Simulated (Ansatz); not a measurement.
# Zn18S17 (Wurtzite-6H): the cost of one run

Computed with Ansatz 0.2.0 (DFT, PBE, plane-wave PAW, default files, scalar-relativistic, as far as a step names no other, unless a step's input says otherwise).

The COD entry's cell or inner coordinates are ideal or old and differ from later refinements, so a difference from it is no clean test against experiment.

## Step 1: The system as given

The structure is monoclinic, space group Cm (No. 8). The conventional cell has a = 6.603 Å, b = 11.436 Å, c = 18.690 Å, α = 90.00°, β = 90.00°, γ = 90.00°. Zn (site symmetry m) is surrounded by 4 S at 2.33 to 2.34 Å. Zn (site symmetry 1) has 4 S at 2.33 to 2.34 Å in its first shell of neighbours. Zn (site symmetry m) is surrounded by 3 S at 2.22 to 2.38 Å. Zn (site symmetry 1) is surrounded by 3 S at 2.33 to 2.34 Å. Only part of the 23 independent sites is listed.

Coordinates:

```
Zn S
1.0
     5.71800    3.30129    0.00000
    -5.71800    3.30129    0.00000
     0.00000    0.00000   18.68999
Zn S
18 17
Direct
  0.00000 0.00000 0.00000
  0.33333 0.66667 0.00000
  0.66667 0.33333 0.00000
  0.00000 0.00000 0.50642
  0.33333 0.66667 0.50000
  0.66667 0.33333 0.50000
  0.33333 0.33333 0.16667
  0.66667 0.00000 0.16667
  0.00000 0.66667 0.16667
  0.33333 0.00000 0.66667
  0.66667 0.66667 0.66667
  0.00000 0.33333 0.66667
  0.33333 0.00000 0.33333
  0.66667 0.66667 0.33333
  0.00000 0.33333 0.33333
  0.33333 0.33333 0.83333
  0.66667 0.00000 0.83333
  0.00000 0.66667 0.83333
  0.00000 0.00000 0.12500
  0.33333 0.66667 0.12500
  0.66667 0.33333 0.12500
  0.00000 0.00000 0.62500
  0.33333 0.66667 0.62500
  0.66667 0.33333 0.62500
  0.33333 0.33333 0.29167
  0.66667 0.00000 0.29167
  0.00000 0.66667 0.29167
  0.33333 0.00000 0.79167
  0.66667 0.66667 0.79167
  0.00000 0.33333 0.79167
  0.66667 0.66667 0.45833
  0.00000 0.33333 0.45833
  0.33333 0.33333 0.95833
  0.66667 0.00000 0.95833
  0.00000 0.66667 0.95833
```

The vacant site is at (0.333, 1.000, 0.458) in fractional coordinates of the input's cell.

## Step 2: Relaxing the atoms in the given cell

input.yaml

```yaml
crystal:
  lattice:
    - [5.718, 3.3012888392, 0.0]
    - [-5.718, 3.3012888392, 0.0]
    - [0.0, 0.0, 18.68999]
  atoms:
    - { symbol: Zn, position: [0.0, 0.0, 0.0] }
    - { symbol: Zn, position: [0.3333333333, 0.6666666667, 0.0] }
    - { symbol: Zn, position: [0.6666666667, 0.3333333333, 0.0] }
    - { symbol: Zn, position: [0.0, 0.0, 0.5064205492], spin: 0.5 }
    - { symbol: Zn, position: [0.3333333333, 0.6666666667, 0.5], spin: 0.5 }
    - { symbol: Zn, position: [0.6666666667, 0.3333333333, 0.5], spin: 0.5 }
    - { symbol: Zn, position: [0.3333333333, 0.3333333334, 0.16667] }
    - { symbol: Zn, position: [0.6666666667, 0.0, 0.16667] }
    - { symbol: Zn, position: [0.0, 0.6666666667, 0.16667] }
    - { symbol: Zn, position: [0.3333333333, 1.0, 0.66667] }
    - { symbol: Zn, position: [0.6666666667, 0.6666666666, 0.66667] }
    - { symbol: Zn, position: [0.0, 0.3333333333, 0.66667] }
    - { symbol: Zn, position: [0.3333333333, 1.0, 0.33333], spin: 0.5 }
    - { symbol: Zn, position: [0.6666666667, 0.6666666666, 0.33333] }
    - { symbol: Zn, position: [0.0, 0.3333333333, 0.33333] }
    - { symbol: Zn, position: [0.3333333333, 0.3333333334, 0.83333] }
    - { symbol: Zn, position: [0.6666666667, 0.0, 0.83333] }
    - { symbol: Zn, position: [0.0, 0.6666666667, 0.83333] }
    - { symbol: S, position: [0.0, 0.0, 0.125] }
    - { symbol: S, position: [0.3333333333, 0.6666666667, 0.125] }
    - { symbol: S, position: [0.6666666667, 0.3333333333, 0.125] }
    - { symbol: S, position: [0.0, 0.0, 0.625] }
    - { symbol: S, position: [0.3333333333, 0.6666666667, 0.625] }
    - { symbol: S, position: [0.6666666667, 0.3333333333, 0.625] }
    - { symbol: S, position: [0.3333333333, 0.3333333334, 0.29167] }
    - { symbol: S, position: [0.6666666667, 0.0, 0.29167] }
    - { symbol: S, position: [0.0, 0.6666666667, 0.29167] }
    - { symbol: S, position: [0.3333333333, 1.0, 0.79167] }
    - { symbol: S, position: [0.6666666667, 0.6666666666, 0.79167] }
    - { symbol: S, position: [0.0, 0.3333333333, 0.79167] }
    - { symbol: S, position: [0.6666666667, 0.6666666666, 0.45833] }
    - { symbol: S, position: [0.0, 0.3333333333, 0.45833] }
    - { symbol: S, position: [0.3333333333, 0.3333333334, 0.95833] }
    - { symbol: S, position: [0.6666666667, 0.0, 0.95833] }
    - { symbol: S, position: [0.0, 0.6666666667, 0.95833] }
magnetization:
  spin_polarized: true
total_charge: 1
kpoints:
  mp_grid: { grid: [3, 3, 1] }
scf:
  occupations: { method: fermi_dirac, width: 0.01 }
hamiltonian:
  xc: pbe
  pseudopotentials: { kind: paw }
output:
  forces: true
  stress: true
  populations: true
  efg:
    quadrupole_moments_barn: { Zn: 0.122, S: -0.0694 }
    contact_densities: true
relax:
  f_tol: 0.03
  max_steps: 40
```

On the command line:

```
$ ansatz run input.yaml --threads 4 --pin off --max-ram 10240MiB --backend cpu --events-out ev --progress --plain --runs-dir out
```

What time and memory should one allow on 4 threads of AMD EPYC 7R43 (Zen 3), shared host?

About 2.6 min, with a peak of 3.4 GiB.
